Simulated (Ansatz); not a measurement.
# Fe2O3 (Hematite): the cost of one run

Computed with Ansatz 0.2.0 (DFT PBE+U (U_eff = 4 eV on Fe 3d), scalar-relativistic, plane waves, PAW, unless a step's input says otherwise).

### 1 The system as given

It takes space group R-3c (No. 167, trigonal). The conventional cell has a = 5.038 Å, b = 5.038 Å, c = 13.772 Å, α = 90.00°, β = 90.00°, γ = 120.00°. Around Fe (site symmetry 3) lie 6 O at 1.95 to 2.12 Å. O (site symmetry 2) is surrounded by 4 Fe at 1.95 to 2.12 Å.

Coordinates:

```cif
data_structure
_symmetry_space_group_name_H-M 'P 1'
_symmetry_Int_Tables_number 1
_cell_length_a 5.4346
_cell_length_b 5.4346
_cell_length_c 5.4346
_cell_angle_alpha 55.228
_cell_angle_beta 55.228
_cell_angle_gamma 55.228
_cell_volume 100.91
loop_
_atom_site_label
_atom_site_type_symbol
_atom_site_fract_x
_atom_site_fract_y
_atom_site_fract_z
_atom_site_occupancy
Fe1 Fe 0.35530 0.35530 0.35530 1
Fe2 Fe 0.14470 0.14470 0.14470 1
Fe3 Fe 0.64470 0.64470 0.64470 1
Fe4 Fe 0.85530 0.85530 0.85530 1
O1 O 0.55590 0.94410 0.25000 1
O2 O 0.25000 0.55590 0.94410 1
O3 O 0.94410 0.25000 0.55590 1
O4 O 0.44410 0.05590 0.75000 1
O5 O 0.75000 0.44410 0.05590 1
O6 O 0.05590 0.75000 0.44410 1
```

Starting moments: Fe 5.00 μB.

### 2 First run, at the start cell

The input, input.yaml:

```yaml
crystal:
  lattice:
    - [2.519, 1.4543453281, 4.5906666667]
    - [-2.519, 1.4543453281, 4.5906666667]
    - [0.0, -2.9086906562, 4.5906666667]
  atoms:
    - { symbol: Fe, position: [0.3553, 0.3553, 0.3553], spin: 5.0 }
    - { symbol: Fe, position: [0.1447, 0.1447, 0.1447], spin: 5.0 }
    - { symbol: Fe, position: [0.6447, 0.6447, 0.6447], spin: 5.0 }
    - { symbol: Fe, position: [0.8553, 0.8553, 0.8553], spin: 5.0 }
    - { symbol: O, position: [0.5559, 0.9441, 0.25] }
    - { symbol: O, position: [0.25, 0.5559, 0.9441] }
    - { symbol: O, position: [0.9441, 0.25, 0.5559] }
    - { symbol: O, position: [0.4441, 0.0559, 0.75] }
    - { symbol: O, position: [0.75, 0.4441, 0.0559] }
    - { symbol: O, position: [0.0559, 0.75, 0.4441] }
basis:
  ecutwfc: 420
  ecutrho_ratio: 4
kpoints:
  mp_grid: { grid: [4, 4, 4] }
hamiltonian:
  xc: pbe
  hubbard: { sites: [{ species: Fe, l: d, u_eff: 4.0 }] }
scf:
  occupations: { method: gaussian, width: 0.05 }
output:
  forces: true
  stress: true
  eigenvalues: true
  populations: true
  hubbard: { sites: [{ species: Fe, l: d }] }
magnetization:
  spin_polarized: true
```

Command:

```bash
$ ansatz run input.yaml --threads 8 --pin off --max-ram 22528MiB --backend cpu --events-out ev --progress --plain --runs-dir out
```

**Question.** How long does this run take on 8 threads of Arm Neoverse N1, shared host, and how much memory does it need?

About 7.8 s, with a peak of 0.75 GiB.
